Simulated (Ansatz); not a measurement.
## Ru, space group P6_3/mmc: a test of the smearing width, step by step

Program: the Python package of Ansatz (0.2.0).

Contents of `ru.cif`:
```cif
data_Ru
_cell_length_a 2.705800
_cell_length_b 2.705800
_cell_length_c 4.281900
_cell_angle_alpha 90.00000
_cell_angle_beta 90.00000
_cell_angle_gamma 120.00000
_symmetry_space_group_name_H-M 'P 1'
_symmetry_Int_Tables_number 1
loop_
_symmetry_equiv_pos_as_xyz
'x, y, z'
loop_
_atom_site_label
_atom_site_type_symbol
_atom_site_fract_x
_atom_site_fract_y
_atom_site_fract_z
Ru1 Ru    0.333333    0.666667    0.250000
Ru2 Ru    0.666667    0.333333    0.750000
```

Run as a notebook:

**Cell 1**
```python
import csv
import warnings

import ansatz as az
from ase.io import read
```

**Cell 2**
```python
warnings.simplefilter('ignore', az.DeckWarning)
```

**Cell 3**
```python
atoms = read('ru.cif')
cell = az.Crystal.from_ase(atoms)
```

**Cell 4**
```python
len(cell.resolved().sites)
```
Output:
```text
2
```

**Cell 5**
```python
calculation = cell.calculation()
calculation = calculation.functional('pbe')
calculation = calculation.basis(38 * az.Ry)
calculation = calculation.kpoints(density=4.5).forces()
calculation = calculation.stress()
```

**Cell 6**
```python
rows = []
for value in [0.3, 0.2, 0.1, 0.05]:
    summary = calculation.occupations('cold', width=value).run(threads=1, pin='off').report
    rows.append((value, summary['free_energy_ev'] / len(summary['lattice']['sites']), summary['n_iterations'], sum(summary['stress_gpa'][i][i] for i in range(3)) / 3, max(abs(f) for row in summary['forces_ev_ang'] for f in row), summary['n_kpoints']))

with open('smear.csv', 'w', newline='') as handle:
    writer = csv.writer(handle)
    writer.writerow(['width (eV)', 'F/atom (eV)', 'iterations', 'P (GPa)', 'max component (eV/A)', 'k-points'])
    writer.writerows([round(v, 5) if isinstance(v, float) else v for v in row] for row in rows)
```

**Cell 7**
```python
# differences from the last row
for row in rows[:-1]:
    shift = 1000 * (row[1] - rows[-1][1])
    print(f'{row[0]}: {shift:+.2f} meV/atom' + ('  (within 5 meV)' if abs(shift) < 5 else ''))
```
Output:
```text
0.3: -0.61 meV/atom  (within 5 meV)
0.2: +0.31 meV/atom  (within 5 meV)
0.1: +0.14 meV/atom  (within 5 meV)
```

File `smear.csv` afterwards:
```csv
width (eV),F/atom (eV),iterations,P (GPa),max component (eV/A),k-points
0.3,-5878.68519,5,4.48108,0.0,84
0.2,-5878.68427,5,4.44927,0.0,84
0.1,-5878.68444,5,4.37602,0.0,84
0.05,-5878.68458,5,4.4068,0.0,84
```

Going from 0.05 to 0.3 eV changes F by -0.6 meV an atom. This scheme is built to cancel the term in the square of the width, so the shifts stay small and are partly the mesh's error. The pressure moves from 4.41 to 4.48 GPa.

Notes:
- The mesh is modest for a metal, so energies can be off by several to tens of meV an atom and pressures by half a GPa or more; differences at equal mesh fare better.
- Forces vanish by symmetry here and test nothing.
- The narrowest width needs the finest mesh, so the last row is no converged reference.
- Pressure is positive in compression.
- It ran for 12 s on 1 thread of Arm Neoverse V1, on a shared host, peak memory 0.45 GiB.
